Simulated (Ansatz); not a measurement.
# C2H7Ga: a ladder of functionals and wavefunction methods

Aim: compute C2H7Ga with functionals from several rungs and with coupled cluster. The yardstick is the atomisation energy at the CCSD(T) limit.

Computed with Ansatz 0.2.0, Gaussian basis. Level: functionals in def2-TZVPP, the program's frozen cores in correlated methods.

The runs, in order: LDA (SPW92), PBE-D4, revPBE-D4, BLYP-D4, r2SCAN-D4, B97M-V, PBE0-D4, B3LYP-D4, r2SCANh-D4, r2SCAN0-D4, HSE06-D4, BHLYP-D4, CAM-B3LYP-D4, LC-ωPBE, ωB97X-V, ωB97M-V, B2PLYP, PBE-QIDH; CCSD(T)/def2-SVP; CCSD(T)/def2-TZVPP; MP2/def2-QZVPP; extrapolation to the limit; RPA on PBE.

### Step 1. Structure used throughout

All runs share one geometry, relaxed beforehand with PBE0-D4 in a triple-zeta def2 set.

10 atoms, charge 0, spin multiplicity 1.

Atoms are counted from 1 here; the program's logs count them from 0.

Bond lengths: C1–C2 1.531 Å, C1–H4 1.094 Å, C1–H5 1.094 Å, C1–H6 1.094 Å, C2–Ga3 1.978 Å, C2–H7 1.093 Å, C2–H8 1.094 Å, Ga3–H9 1.576 Å, Ga3–H10 1.576 Å. Angles: C2–C1–H4 111.5°, C2–C1–H5 112.0°, C2–C1–H6 112.0°, H4–C1–H5 106.9°, H4–C1–H6 106.9°, H5–C1–H6 107.3°, C1–C2–Ga3 111.1°, C1–C2–H7 109.9°, C1–C2–H8 109.9°, Ga3–C2–H7 109.5°, Ga3–C2–H8 109.3°, H7–C2–H8 107.1°, C2–Ga3–H9 120.8°, C2–Ga3–H10 120.5°, H9–Ga3–H10 118.6°.

As a file:

```xyz
10
C2H7Ga
C    -1.0249    0.4507   -0.6285
C    -0.0926   -0.6840   -0.1951
Ga    1.3680   -0.0068    0.9545
H    -1.8346    0.0836   -1.2664
H    -0.4953    1.2205   -1.1976
H    -1.4939    0.9450    0.2275
H    -0.6595   -1.4460    0.3467
H     0.3369   -1.1690   -1.0763
H     1.2015    0.0515    2.5205
H     2.6946    0.5544    0.3147
```

### Step 2. LDA

This LDA is Slater exchange with PW92 correlation.

File in.yaml:

```yaml
crystal:
  periodic: [false, false, false]
  atoms:
    - {symbol: C, position_ang: [-1.024898, 0.450708, -0.628544]}
    - {symbol: C, position_ang: [-0.092637, -0.683977, -0.195141]}
    - {symbol: Ga, position_ang: [1.367961, -0.006803, 0.954537]}
    - {symbol: H, position_ang: [-1.834647, 0.083618, -1.266383]}
    - {symbol: H, position_ang: [-0.495348, 1.220519, -1.197584]}
    - {symbol: H, position_ang: [-1.493898, 0.944959, 0.227465]}
    - {symbol: H, position_ang: [-0.659540, -1.445994, 0.346680]}
    - {symbol: H, position_ang: [0.336930, -1.168968, -1.076297]}
    - {symbol: H, position_ang: [1.201455, 0.051544, 2.520533]}
    - {symbol: H, position_ang: [2.694621, 0.554406, 0.314745]}
basis:
  gaussian: {orbitals: def2-TZVPP}
hamiltonian: {xc: lda}
output: {orbitals: {seedname: orbitals}}
```

Started as:

```bash
ansatz run in.yaml --threads 4 --pin off --events-out ev --progress --plain --max-ram 10444MiB
```

The runs that follow: PBE-D4 (GGA); revPBE-D4 (GGA); BLYP-D4 (GGA); r2SCAN-D4 (meta-GGA); B97M-V (meta-GGA); B3LYP-D4 (hybrid); r2SCANh-D4 (hybrid); r2SCAN0-D4 (hybrid); HSE06-D4 (hybrid); BHLYP-D4 (hybrid); CAM-B3LYP-D4 (range-separated); LC-ωPBE (range-separated); ωB97X-V (range-separated); ωB97M-V (range-separated); B2PLYP (double hybrid); PBE-QIDH (double hybrid); CCSD(T) in def2-SVP; CCSD(T) in def2-TZVPP; MP2 in def2-QZVPP; RPA on PBE orbitals.

**Question.** What will the summary of the whole plan be? Wanted: atomisation energy, CCSD(T)/CBS; farthest beyond LDA; mean size of error, GGA; mean size of error, meta-GGA; mean size of error, hybrid; mean size of error, range-separated; mean size of error, double hybrid; gap, smallest and largest; T1 diagnostic.

**Answer**, as computed:

| quantity | value |
| --- | --- |
| atomisation energy, CCSD(T)/CBS | 34.400 eV |
| functionals within 0.344 eV (1.0 %) | PBE-D4, r2SCAN-D4, B97M-V, PBE0-D4, B3LYP-D4, r2SCANh-D4, r2SCAN0-D4, HSE06-D4, CAM-B3LYP-D4, LC-ωPBE, ωB97X-V, ωB97M-V, PBE-QIDH |
| farthest beyond LDA | BHLYP-D4 (-0.695 eV) |
| mean size of error, GGA | 0.373 eV |
| mean size of error, meta-GGA | 0.046 eV |
| mean size of error, hybrid | 0.230 eV |
| mean size of error, range-separated | 0.062 eV |
| mean size of error, double hybrid | 0.297 eV |
| gap, smallest and largest | 3.89 eV (LDA (SPW92)), 10.85 eV (LC-ωPBE) |
| T1 diagnostic | 0.0113 |
| triples share of the correlation energy | 3.6 % |

**Reading.** LDA overbinds by 4.075 eV (12 %). PBE-D4 misses by +0.096 eV. Double hybrids carry the basis error of their MP2 part in triple zeta, and no dispersion term here, so their miss is partly the set-up's. The rungs meta-GGA, range-separated, hybrid, double hybrid miss on average by less than the doubt on the reference (0.344 eV), so they tie. Misses under about 0.344 eV are within the doubt on the reference itself, which lacks core-valence correlation, relativity and higher excitations, and its outer-core shells are covered unevenly. Hartree-Fock recovers 76 % of the binding; the rest is correlation. CCSD(T) in def2-SVP is off by -1.436 eV, worse than the median functional, from the basis alone. The gap grows from 3.9 to 10.9 eV across the functionals, mostly with the share of exact exchange. Correlated methods include outer-core shells of Ga, which these sets cover unevenly.
